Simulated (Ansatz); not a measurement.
# Ga32Sb19P13: the cost of one run

Program: Ansatz 0.2.0. Level of theory: DFT PBEsol, scalar-relativistic, plane waves, PAW, and further levels as typed in the inputs. These are calculated values, not measurements.

2 further runs of the same task are left out: 1 for a known fault of the program, 1 that didn't finish.

### Step 1. The structure to begin with

Symmetry: P1, No. 1, triclinic system. Conventional cell: a = 11.660 Å, b = 11.660 Å, c = 11.660 Å, α = 90.00°, β = 90.00°, γ = 90.00°. Around Ga (site symmetry 1) lie 3 Sb at 2.52 Å and 1 P at 2.52 Å. Around Ga (site symmetry 1) lie 4 Sb at 2.52 Å. Ga (site symmetry 1) is surrounded by 2 P at 2.52 Å and 2 Sb at 2.52 Å. Ga (site symmetry 1) has 2 Sb at 2.52 Å and 2 P at 2.52 Å as nearest neighbours. Around Ga (site symmetry 1) lie 3 P at 2.52 Å and 1 Sb at 2.52 Å. Only part of the 64 independent sites is listed.

Coordinates:

```xyz
64
Lattice="11.6600 0.0000 0.0000 0.0000 11.6600 0.0000 0.0000 0.0000 11.6600" Properties=species:S:1:pos:R:3 pbc="T T T"
Ga    0.0000    0.0000    0.0000
Ga    0.0000    2.9150    2.9150
Ga    2.9150    0.0000    2.9150
Ga    2.9150    2.9150    0.0000
Ga    0.0000    0.0000    5.8300
Ga    0.0000    2.9150    8.7450
Ga    2.9150    0.0000    8.7450
Ga    2.9150    2.9150    5.8300
Ga    0.0000    5.8300    0.0000
Ga    0.0000    8.7450    2.9150
Ga    2.9150    5.8300    2.9150
Ga    2.9150    8.7450    0.0000
Ga    0.0000    5.8300    5.8300
Ga    0.0000    8.7450    8.7450
Ga    2.9150    5.8300    8.7450
Ga    2.9150    8.7450    5.8300
Ga    5.8300    0.0000    0.0000
Ga    5.8300    2.9150    2.9150
Ga    8.7450    0.0000    2.9150
Ga    8.7450    2.9150    0.0000
Ga    5.8300    0.0000    5.8300
Ga    5.8300    2.9150    8.7450
Ga    8.7450    0.0000    8.7450
Ga    8.7450    2.9150    5.8300
Ga    5.8300    5.8300    0.0000
Ga    5.8300    8.7450    2.9150
Ga    8.7450    5.8300    2.9150
Ga    8.7450    8.7450    0.0000
Ga    5.8300    5.8300    5.8300
Ga    5.8300    8.7450    8.7450
Ga    8.7450    5.8300    8.7450
Ga    8.7450    8.7450    5.8300
Sb    1.4575    1.4575    1.4575
Sb    1.4575    4.3725    4.3725
P     4.3725    1.4575    4.3725
Sb    4.3725    4.3725    1.4575
P     1.4575    1.4575    7.2875
Sb    1.4575    4.3725   10.2025
P     4.3725    1.4575   10.2025
P     4.3725    4.3725    7.2875
P     1.4575    7.2875    1.4575
Sb    1.4575   10.2025    4.3725
Sb    4.3725    7.2875    4.3725
Sb    4.3725   10.2025    1.4575
P     1.4575    7.2875    7.2875
Sb    1.4575   10.2025   10.2025
P     4.3725    7.2875   10.2025
Sb    4.3725   10.2025    7.2875
Sb    7.2875    1.4575    1.4575
Sb    7.2875    4.3725    4.3725
Sb   10.2025    1.4575    4.3725
Sb   10.2025    4.3725    1.4575
Sb    7.2875    1.4575    7.2875
P     7.2875    4.3725   10.2025
P    10.2025    1.4575   10.2025
Sb   10.2025    4.3725    7.2875
Sb    7.2875    7.2875    1.4575
P     7.2875   10.2025    4.3725
P    10.2025    7.2875    4.3725
Sb   10.2025   10.2025    1.4575
Sb    7.2875    7.2875    7.2875
Sb    7.2875   10.2025   10.2025
P    10.2025    7.2875   10.2025
P    10.2025   10.2025    7.2875
```

### Step 2. Relaxing cell and atoms: Ga32Sb19P13, no spin

input.yaml reads:

```yaml
crystal:
  lattice:
    - [11.66, 0.0, 0.0]
    - [0.0, 11.66, 0.0]
    - [0.0, 0.0, 11.66]
  atoms:
    - { symbol: Ga, position: [0.0, 0.0, 0.0] }
    - { symbol: Ga, position: [0.0, 0.25, 0.25] }
    - { symbol: Ga, position: [0.25, 0.0, 0.25] }
    - { symbol: Ga, position: [0.25, 0.25, 0.0] }
    - { symbol: Ga, position: [0.0, 0.0, 0.5] }
    - { symbol: Ga, position: [0.0, 0.25, 0.75] }
    - { symbol: Ga, position: [0.25, 0.0, 0.75] }
    - { symbol: Ga, position: [0.25, 0.25, 0.5] }
    - { symbol: Ga, position: [0.0, 0.5, 0.0] }
    - { symbol: Ga, position: [0.0, 0.75, 0.25] }
    - { symbol: Ga, position: [0.25, 0.5, 0.25] }
    - { symbol: Ga, position: [0.25, 0.75, 0.0] }
    - { symbol: Ga, position: [0.0, 0.5, 0.5] }
    - { symbol: Ga, position: [0.0, 0.75, 0.75] }
    - { symbol: Ga, position: [0.25, 0.5, 0.75] }
    - { symbol: Ga, position: [0.25, 0.75, 0.5] }
    - { symbol: Ga, position: [0.5, 0.0, 0.0] }
    - { symbol: Ga, position: [0.5, 0.25, 0.25] }
    - { symbol: Ga, position: [0.75, 0.0, 0.25] }
    - { symbol: Ga, position: [0.75, 0.25, 0.0] }
    - { symbol: Ga, position: [0.5, 0.0, 0.5] }
    - { symbol: Ga, position: [0.5, 0.25, 0.75] }
    - { symbol: Ga, position: [0.75, 0.0, 0.75] }
    - { symbol: Ga, position: [0.75, 0.25, 0.5] }
    - { symbol: Ga, position: [0.5, 0.5, 0.0] }
    - { symbol: Ga, position: [0.5, 0.75, 0.25] }
    - { symbol: Ga, position: [0.75, 0.5, 0.25] }
    - { symbol: Ga, position: [0.75, 0.75, 0.0] }
    - { symbol: Ga, position: [0.5, 0.5, 0.5] }
    - { symbol: Ga, position: [0.5, 0.75, 0.75] }
    - { symbol: Ga, position: [0.75, 0.5, 0.75] }
    - { symbol: Ga, position: [0.75, 0.75, 0.5] }
    - { symbol: Sb, position: [0.125, 0.125, 0.125] }
    - { symbol: Sb, position: [0.125, 0.375, 0.375] }
    - { symbol: P, position: [0.375, 0.125, 0.375] }
    - { symbol: Sb, position: [0.375, 0.375, 0.125] }
    - { symbol: P, position: [0.125, 0.125, 0.625] }
    - { symbol: Sb, position: [0.125, 0.375, 0.875] }
    - { symbol: P, position: [0.375, 0.125, 0.875] }
    - { symbol: P, position: [0.375, 0.375, 0.625] }
    - { symbol: P, position: [0.125, 0.625, 0.125] }
    - { symbol: Sb, position: [0.125, 0.875, 0.375] }
    - { symbol: Sb, position: [0.375, 0.625, 0.375] }
    - { symbol: Sb, position: [0.375, 0.875, 0.125] }
    - { symbol: P, position: [0.125, 0.625, 0.625] }
    - { symbol: Sb, position: [0.125, 0.875, 0.875] }
    - { symbol: P, position: [0.375, 0.625, 0.875] }
    - { symbol: Sb, position: [0.375, 0.875, 0.625] }
    - { symbol: Sb, position: [0.625, 0.125, 0.125] }
    - { symbol: Sb, position: [0.625, 0.375, 0.375] }
    - { symbol: Sb, position: [0.875, 0.125, 0.375] }
    - { symbol: Sb, position: [0.875, 0.375, 0.125] }
    - { symbol: Sb, position: [0.625, 0.125, 0.625] }
    - { symbol: P, position: [0.625, 0.375, 0.875] }
    - { symbol: P, position: [0.875, 0.125, 0.875] }
    - { symbol: Sb, position: [0.875, 0.375, 0.625] }
    - { symbol: Sb, position: [0.625, 0.625, 0.125] }
    - { symbol: P, position: [0.625, 0.875, 0.375] }
    - { symbol: P, position: [0.875, 0.625, 0.375] }
    - { symbol: Sb, position: [0.875, 0.875, 0.125] }
    - { symbol: Sb, position: [0.625, 0.625, 0.625] }
    - { symbol: Sb, position: [0.625, 0.875, 0.875] }
    - { symbol: P, position: [0.875, 0.625, 0.875] }
    - { symbol: P, position: [0.875, 0.875, 0.625] }
scf:
  occupations: { method: gaussian, width: 0.01 }
output:
  forces: true
  stress: true
  eigenvalues: true
  write_density: true
  write_potential: true
  elf: true
  volumetric_format: npy
hamiltonian:
  xc: pbesol
relax:
  f_tol: 0.005
  max_steps: 60
  cell: { stress_tol: 0.03 }
kpoints:
  mp_grid: { grid: [2, 2, 2] }
```

Command:

```
$ ansatz run input.yaml --threads 8 --pin off --max-ram 40960MiB --backend cpu --events-out ev --progress --plain --runs-dir out
```

Q: Estimate wall time and peak memory on 8 threads of AMD EPYC 7R43 (Zen 3), shared host.

About 24 min, with a peak of 23 GiB.
